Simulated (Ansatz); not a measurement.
# HPbNO4 (P1) in Ansatz: relaxation of cell and atoms with PBE+D3(BJ)

Aim: the relaxation of cell and atoms of HPbNO4 with PBE+D3(BJ).

All numbers are computed with Ansatz 0.2.0; they aren't measurements. Logs are shortened: lines on timing, memory, paths and dates and some standing lists are left out, and cuts for length are marked.

**1. The crystal as given**

The typed cell holds 14 atoms: a = 4.120 Å, b = 6.427 Å, c = 8.387 Å, α = 67.04°, β = 89.96°, γ = 89.98°.

The cell was built by a generator and needn't be a form met in nature.

**2. Relaxation of cell and atoms, PBE+D3(BJ)**

input.yaml reads:

```yaml
crystal:
  lattice:
    - [4.1204, -0.00081, -0.0112]
    - [0.00404, 6.42722, 0.0536]
    - [0.02791, 3.20707, 7.74994]
  atoms:
    - { symbol: H, position: [0.90366, 0.21821, 0.48851] }
    - { symbol: H, position: [0.40337, 0.78177, 0.51142] }
    - { symbol: Pb, position: [0.39455, 0.30863, 0.70725] }
    - { symbol: Pb, position: [0.89489, 0.69135, 0.29266] }
    - { symbol: "N", position: [0.63409, 0.1999, 0.2073] }
    - { symbol: "N", position: [0.13386, 0.80012, 0.79275] }
    - { symbol: O, position: [0.90829, 0.32866, 0.54369] }
    - { symbol: O, position: [0.53792, 0.39076, 0.19497] }
    - { symbol: O, position: [0.53483, 0.11279, 0.10602] }
    - { symbol: O, position: [0.83718, 0.08887, 0.32672] }
    - { symbol: O, position: [0.40817, 0.67132, 0.45624] }
    - { symbol: O, position: [0.03774, 0.60924, 0.8052] }
    - { symbol: O, position: [0.03429, 0.88737, 0.89397] }
    - { symbol: O, position: [0.33716, 0.91101, 0.6733] }
hamiltonian:
  xc: pbe
  pseudopotentials: { kind: paw }
  dispersion: d3bj
kpoints:
  mp_grid: { grid: [5, 4, 3] }
scf:
  occupations: { method: fermi_dirac, width: 0.05 }
output:
  forces: true
  stress: true
  eigenvalues: true
  write_density: true
  write_potential: true
  elf: true
  volumetric_format: npy
relax:
  f_tol: 0.01
  max_steps: 40
  cell: { stress_tol: 0.05 }
```

Potentials or basis: Ansatz PAW.

Run with:

```
$ ansatz run input.yaml --threads 8 --pin off --max-ram 20480MiB --backend cpu --events-out ev --progress --plain --runs-dir out
```

The log of the run:

```text
Warning: RAYON_NUM_THREADS=8 ignored (pool sized by the plan → 8); use --threads N
Engine: ansatz 0.2.0, aarch64-unknown-linux-gnu
Pseudopotentials: kind: paw
Pseudopotential: H, paw, valence charge 1, recommended cutoff 420 eV (normal), H.paw.azcp
Pseudopotential: Pb, paw, valence charge 14, recommended cutoff 420 eV (normal), Pb.paw.azcp
Pseudopotential: N, paw, valence charge 5, recommended cutoff 420 eV (normal), N.paw.azcp
Pseudopotential: O, paw, valence charge 6, recommended cutoff 420 eV (normal), O.paw.azcp
Functional definition: PBE
  parameter kappa = 0.804
  parameter beta = 0.06672455060314922
  exchange = pbe_x(kappa = kappa, mu = beta*pi^2/3)
  correlation = pbe_c(beta = beta)
Crystal: 14 atoms, lattice volume = 204.533 Å³
Basis set: ecut = 420 eV, 4001 PW (Γ), exchange–correlation on 60×90×120 points (8 copies of the dense FFT grid, shifted against one another)
Bands: 58, of which v1, the nominal top of the filled ones, is band 44 counted from 1 (43 counted from 0)
Symmetry: 1 space group operations
Space group: P1 (ITA 1), of the structure as read, at distance tolerance 5.9e-5 Å
k-points: 31 of 60 (time reversal used)
Non-local potential: H, projectors of the file, l = 0: 2, l = 1: 1
Non-local potential: Pb, projectors of the file, l = 0: 2, l = 1: 2, l = 2: 2, l = 3: 2
Non-local potential: N, projectors of the file, l = 0: 2, l = 1: 2, l = 2: 1
Non-local potential: O, projectors of the file, l = 0: 2, l = 1: 2, l = 2: 1
PAW form: soft (Blöchl's): semilocal exchange-correlation on the pseudo side does not see the compensation charge
PAW one-centre angular grid: H, 110 points (default); XC on 64 Gauss nodes
PAW one-centre angular grid: Pb, 590 points (default); XC on 64 Gauss nodes
PAW one-centre angular grid: N, 110 points (default); XC on 64 Gauss nodes
PAW one-centre angular grid: O, 110 points (default); XC on 64 Gauss nodes
[... 296 lines left out ...]
  atom   8  O     -0.00175481    -0.00198861     0.00034112
  atom   9  O      0.00148199     0.00194158     0.00190906
  atom  10  O     -0.00037590    -0.00111122    -0.00038394
  atom  11  O     -0.00134401    -0.00100554    -0.00240881
  atom  12  O     -0.00176688     0.00192165    -0.00033608
  atom  13  O      0.00155811    -0.00196485    -0.00194738
  atom  14  O     -0.00044721     0.00111063     0.00044027
  max |Σ_I F_I| component: 1.17e-5 eV/Å
--- Stress (GPa, compression-positive) ---
       -0.020544      -0.000334      -0.000515
       -0.000334      -0.000616       0.001199
       -0.000515       0.001201      -0.007651
  P = ⅓ Tr σ = -0.0096 GPa (-0.096 kbar)
--- Band table (eV; the first three rows and the last of 31) ---
  k-point 0: bands = ["-22.2623", "-22.2451", "-16.9062", "-16.8960", "-16.6432", "-16.5951", "-14.7171", "-14.4634", "-11.8791", "-11.8671", "-11.8610", "-11.8576", "-11.8339", "-11.8219", "-11.8163", "-11.8153", "-11.7691", "-11.5754", "-6.5091", "-6.2919", "-4.6284", "-4.2316", "-4.1630", "-4.1076", "-3.9083", "-3.8575", "-3.0479", "-2.9861", "-1.2148", "-0.2534", "0.1581", "0.6874", "1.0506", "1.2695", "1.3472", "1.4351", "1.5109", "1.5963", "1.6453", "1.8918", "2.0532", "2.9077", "2.9852", "3.0881", "6.5751", "6.7840", "7.8238", "8.0996", "9.2168", "9.2206", "9.5933", "10.2380", "10.5603", "11.8979", "12.2115", "12.8965", "13.7870", "13.8759"]
  k-point 1: bands = ["-22.2588", "-22.2485", "-16.9073", "-16.8949", "-16.6349", "-16.6041", "-14.7156", "-14.4632", "-11.8806", "-11.8663", "-11.8606", "-11.8576", "-11.8325", "-11.8208", "-11.8177", "-11.8151", "-11.7697", "-11.5754", "-6.5537", "-6.2763", "-4.5911", "-4.2567", "-4.2077", "-4.0626", "-3.8907", "-3.8292", "-3.0083", "-2.9583", "-1.2486", "-0.4849", "0.1903", "0.7180", "0.9708", "1.2050", "1.2989", "1.5333", "1.5807", "1.6393", "1.7826", "1.9109", "2.0596", "2.8143", "2.9070", "3.1926", "6.7040", "6.8094", "7.8047", "7.9658", "8.6779", "9.2762", "9.8623", "10.5035", "10.7542", "11.7069", "12.5201", "12.8185", "13.6504", "13.7721"]
  k-point 2: bands = ["-22.2594", "-22.2472", "-16.9083", "-16.8985", "-16.6393", "-16.5985", "-14.7195", "-14.4602", "-11.8800", "-11.8690", "-11.8616", "-11.8583", "-11.8336", "-11.8210", "-11.8154", "-11.8138", "-11.7697", "-11.5765", "-6.4454", "-6.2611", "-4.5715", "-4.2769", "-4.2185", "-4.1209", "-3.9672", "-3.7965", "-3.1969", "-2.9942", "-1.1796", "-0.5478", "0.4282", "0.7720", "1.1542", "1.2742", "1.3196", "1.4977", "1.5549", "1.5909", "1.7351", "1.8801", "2.0336", "2.8507", "2.9399", "3.0978", "6.6377", "6.8208", "7.6265", "8.0205", "8.7500", "9.0580", "9.8248", "10.4227", "10.7417", "11.9090", "12.4656", "13.0526", "13.6893", "14.1146"]
  k-point 30: bands = ["-22.2316", "-22.2273", "-16.8954", "-16.8915", "-16.6682", "-16.6563", "-14.6233", "-14.5450", "-11.8677", "-11.8582", "-11.8522", "-11.8420", "-11.8374", "-11.8282", "-11.7761", "-11.7746", "-11.6444", "-11.5662", "-6.3170", "-6.2389", "-4.5085", "-4.4672", "-4.2424", "-4.1501", "-3.9948", "-3.9257", "-3.0749", "-2.9943", "-1.8217", "-1.5049", "0.5906", "0.8025", "1.0436", "1.1144", "1.3774", "1.4730", "1.5776", "1.6847", "1.9989", "2.0577", "2.5135", "2.5487", "3.0490", "3.1521", "6.5040", "6.6146", "7.7830", "7.9829", "8.8090", "9.1483", "9.4892", "9.9347", "11.5803", "12.1178", "12.9153", "13.1239", "13.5242", "13.9752"]
--- Relaxed structure (15 steps of the walk, 12 accepted, 3 SCFs on fresh bases) ---
  F+E_penalty+E_count = -29144.79540459 eV   max|allowed force component| = 2.432e-3 eV/Å   (the final SCF, on the basis selected at the relaxed cell)
  cell:  # Å, volume = 195.9077 Å³
    - [4.0368842660050595, -0.0014660222117175957, -0.01179042576778697]
    - [0.0029689259774978586, 6.391777917616263, 0.07153787058049163]
    - [0.025393659101433992, 3.2120253909179723, 7.628355416074993]
  atoms:
    - { symbol: H, position: [0.9217925439100677, 0.21763875809215372, 0.4831344507164089] }
    - { symbol: H, position: [0.4217515577954561, 0.7823509982927737, 0.5168604566142029] }
    - { symbol: Pb, position: [0.42067279452315587, 0.30294241997203647, 0.7141640674866019] }
    - { symbol: Pb, position: [0.9208164152742353, 0.6970438226369927, 0.2858320310730563] }
    - { symbol: N, position: [0.617306006606186, 0.20782020551076708, 0.20548471158864356] }
    - { symbol: N, position: [0.117136923923478, 0.7921885565316156, 0.7945179962357883] }
    - { symbol: O, position: [0.9308302728128609, 0.3264856951926358, 0.5405590602533887] }
    - { symbol: O, position: [0.5167941550580266, 0.3997017349494838, 0.19211485285269633] }
    - { symbol: O, position: [0.505153868275391, 0.11548215151415467, 0.10825546360674852] }
    - { symbol: O, position: [0.8377347731429692, 0.1014812961697584, 0.3205394074748997] }
    - { symbol: O, position: [0.4308380472036036, 0.6735028390225227, 0.4594358005783847] }
    - { symbol: O, position: [0.0166357239155946, 0.6003031759296101, 0.8079087745015048] }
    - { symbol: O, position: [0.004879580564824097, 0.8845521233829252, 0.8917334054103832] }
    - { symbol: O, position: [0.3376573369941528, 0.8985062228025703, 0.6794595216072931] }
```

Wall time 2 min (8 threads of Arm Neoverse V1, shared host); peak memory 0.95 GiB.

Results:

| Property | Result |
| --- | --- |
| Free energy | -29144.7954 eV |
| Relaxed volume | 13.99 Å³/atom |
| Relaxed cell | a = 4.037 Å, b = 6.392 Å, c = 8.277 Å, α = 66.52°, β = 89.99°, γ = 90.00° |
| Space group after relaxing (to 0.05 Å) | P2_1 (No. 4) |
| Energy gained by relaxing | 3.1 meV/atom |
| Ionic steps | 15 |
| Pressure after relaxing | 0.0 GPa |
| Largest force after relaxing | 0.003 eV/Å |
| Band gap on the k mesh | 3.24 eV, indirect (least direct gap 3.32 eV) |

Forces on the atoms (eV/Å):
```
H    0.001 -0.001  0.000
H    0.001  0.001  0.000
Pb   0.001 -0.001  0.001
Pb   0.001  0.001 -0.001
N    0.000  0.001 -0.002
N    0.000 -0.001  0.002
O   -0.001  0.001  0.002
O   -0.002 -0.002  0.000
O    0.001  0.002  0.002
O    0.000 -0.001  0.000
O   -0.001 -0.001 -0.002
O   -0.002  0.002  0.000
O    0.002 -0.002 -0.002
O    0.000  0.001  0.000
```

The path:
```csv
step,energy change (eV),largest force (eV/Å),volume (Å³)
1,0.0000,0.2553,204.53
2,-0.0527,0.2222,199.34
3,-0.0607,0.1030,198.24
4,-0.0655,0.0351,197.34
5,-0.0642,0.0503,197.69
6,-0.0659,0.0201,197.36
7,-0.0659,0.0144,197.35
8,-0.0661,0.0086,197.33
9,-0.0427,0.0081,197.33
10,-0.0480,0.0867,196.12
11,-0.0482,0.0108,196.17
12,-0.0482,0.0064,196.17
13,-0.0438,0.0067,196.17
14,-0.0449,0.0033,195.91
15,-0.0439,0.0032,195.91
```

Final structure:
```yaml
crystal:
  lattice:
    - [4.03688, -0.00147, -0.01179]
    - [0.00297, 6.39178, 0.07154]
    - [0.02539, 3.21203, 7.62836]
  atoms:
    - { symbol: H, position: [0.92179, 0.21764, 0.48313] }
    - { symbol: H, position: [0.42175, 0.78235, 0.51686] }
    - { symbol: Pb, position: [0.42067, 0.30294, 0.71416] }
    - { symbol: Pb, position: [0.92082, 0.69704, 0.28583] }
    - { symbol: N, position: [0.61731, 0.20782, 0.20548] }
    - { symbol: N, position: [0.11714, 0.79219, 0.79452] }
    - { symbol: O, position: [0.93083, 0.32649, 0.54056] }
    - { symbol: O, position: [0.51679, 0.39970, 0.19211] }
    - { symbol: O, position: [0.50515, 0.11548, 0.10826] }
    - { symbol: O, position: [0.83773, 0.10148, 0.32054] }
    - { symbol: O, position: [0.43084, 0.67350, 0.45944] }
    - { symbol: O, position: [0.01664, 0.60030, 0.80791] }
    - { symbol: O, position: [0.00488, 0.88455, 0.89173] }
    - { symbol: O, position: [0.33766, 0.89851, 0.67946] }
```

Levels at points of the mesh, in eV from the valence-band top:
```
            k point  band 42  band 43  band 44  band 45  band 46  band 47
 (0.00, 0.00, 0.00)    -0.32    -0.24    -0.14     3.35     3.55     4.59
(0.00, -0.50, 0.00)    -0.43    -0.36    -0.14     3.48     3.58     4.39
```

Caveat: odd divisions of the mesh miss points on the zone boundary, where band edges often lie, so the gap on the mesh can be too wide; the plane-wave basis is chosen anew once the cell has moved, so the energies of steps on either side of that aren't comparable; the pressure holds a Pulay correction of +0.6 GPa for the finite cutoff; spin-orbit coupling is left out, which as a rule narrows the gap of such compounds by several tenths of an eV.
